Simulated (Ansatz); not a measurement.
# LiPt2: the cost of one run

Method: DFT r2SCAN, scalar-relativistic, plane waves, PAW, in Ansatz 0.2.0.

3 further runs of the same task are left out: 3 set aside as unsound or not needed.

## (1) The system as given

The structure is cubic, space group Fd-3m (No. 227). Conventional cell: a = 7.380 Å, b = 7.380 Å, c = 7.380 Å, α = 90.00°, β = 90.00°, γ = 90.00°. Li (site symmetry -43m) is surrounded by 12 Pt at 3.06 Å and 4 Li at 3.20 Å. Pt (site symmetry -3m) has 6 Pt at 2.61 Å and 6 Li at 3.06 Å in its first shell of neighbours.

Coordinates:

```cif
data_structure
_symmetry_space_group_name_H-M 'Fd-3m:1'
_symmetry_Int_Tables_number 227
_cell_length_a 7.3798
_cell_length_b 7.3798
_cell_length_c 7.3798
_cell_angle_alpha 90.000
_cell_angle_beta 90.000
_cell_angle_gamma 90.000
_cell_volume 401.91
loop_
_atom_site_label
_atom_site_type_symbol
_atom_site_symmetry_multiplicity
_atom_site_Wyckoff_symbol
_atom_site_fract_x
_atom_site_fract_y
_atom_site_fract_z
_atom_site_occupancy
Li1 Li 8 a 0.50000 0.00000 0.50000 1
Pt1 Pt 16 d 0.12500 0.62500 0.12500 1
```

It is the result of an earlier relaxation at this level (volume 16.75 Å³/atom; gap on the mesh: none (metal)).

## (2) The unstrained reference

Input file input.yaml:

```yaml
crystal:
  lattice:
    - [0.0, 3.6898941582, 3.6898941582]
    - [3.6898941582, 0.0, 3.6898941582]
    - [3.6898941582, 3.6898941582, 0.0]
  atoms:
    - { symbol: Li, position: [0.5, 0.5, 0.5] }
    - { symbol: Li, position: [0.75, 0.75, 0.75] }
    - { symbol: Pt, position: [0.125, 0.125, 0.125] }
    - { symbol: Pt, position: [0.625, 0.125, 0.125] }
    - { symbol: Pt, position: [0.125, 0.125, 0.625] }
    - { symbol: Pt, position: [0.125, 0.625, 0.125] }
basis:
  ecutwfc: 500
kpoints:
  mp_grid: { grid: [8, 8, 8] }
hamiltonian:
  xc: r2scan
scf:
  occupations: { method: gaussian, width: 0.1 }
output:
  forces: true
  stress: true
  eigenvalues: true
```

Launch:

```bash
$ ansatz run input.yaml --threads 1 --pin off --max-ram 2560MiB --backend cpu --events-out ev --progress --plain --runs-dir out
```

**Question.** How long does this run take on 1 thread of Arm Neoverse V2, shared host, and how much memory does it need?

About 13 s, with a peak of 0.69 GiB.
